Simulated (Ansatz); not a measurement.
# Mn (Mn, dhcp): the cost of one run

Method: DFT LDA (PW92), plane waves (420 eV) with PAW, scalar-relativistic; PBE-made PAW files, in Ansatz 0.2.0.

### Step 1. The starting structure

Symmetry: P6_3/mmc, No. 194, hexagonal system. Conventional cell: a = 2.552 Å, b = 2.552 Å, c = 8.334 Å, α = 90.00°, β = 90.00°, γ = 120.00°. Mn (site symmetry -3m) is surrounded by 12 Mn at 2.55 Å. Mn (site symmetry -6m2) has 12 Mn at 2.55 Å as nearest neighbours.

As a file:

```cif
data_structure
_symmetry_space_group_name_H-M 'P6_3/mmc'
_symmetry_Int_Tables_number 194
_cell_length_a 2.5518
_cell_length_b 2.5518
_cell_length_c 8.3341
_cell_angle_alpha 90.000
_cell_angle_beta 90.000
_cell_angle_gamma 120.000
_cell_volume 47.00
loop_
_atom_site_label
_atom_site_type_symbol
_atom_site_symmetry_multiplicity
_atom_site_Wyckoff_symbol
_atom_site_fract_x
_atom_site_fract_y
_atom_site_fract_z
_atom_site_occupancy
Mn1 Mn 2 a 0.00000 0.00000 0.00000 1
Mn2 Mn 2 c 0.33333 0.66667 0.25000 1
```

The atoms start with moments of +3 ×2, -3 ×2 μB.

### Step 2. Relaxation of the cell

The input, input.yaml:

```yaml
crystal:
  lattice:
    - [2.5517868831, 0.0, 0.0]
    - [-1.2758934415, 2.2099122658, 0.0]
    - [0.0, 0.0, 8.3341359602]
  atoms:
    - { symbol: Mn, position: [0.0, 0.0, 0.0], spin: 3.0 }
    - { symbol: Mn, position: [0.0, 0.0, 0.5], spin: 3.0 }
    - { symbol: Mn, position: [0.3333333333, 0.6666666667, 0.25], spin: -3.0 }
    - { symbol: Mn, position: [0.6666666667, 0.3333333333, 0.75], spin: -3.0 }
hamiltonian:
  xc: lda
  pseudopotentials:
    kind: paw
    azcp:
      Mn: "pseudopotentials/Mn.paw.azcp"
basis:
  ecutwfc: 420
  fft_grid_basis: typed
kpoints:
  mp_grid: { grid: [14, 14, 4], shift: [0, 0, 0] }
magnetization:
  spin_polarized: true
scf:
  occupations: { method: fermi_dirac, width: 0.05 }
relax:
  max_steps: 60
  f_tol: 0.01
  cell: {}
```

Q: Estimate wall time and peak memory on 2 threads of an Arm CPU, shared host.

About 1.9 min, with a peak of 0.5 GiB.
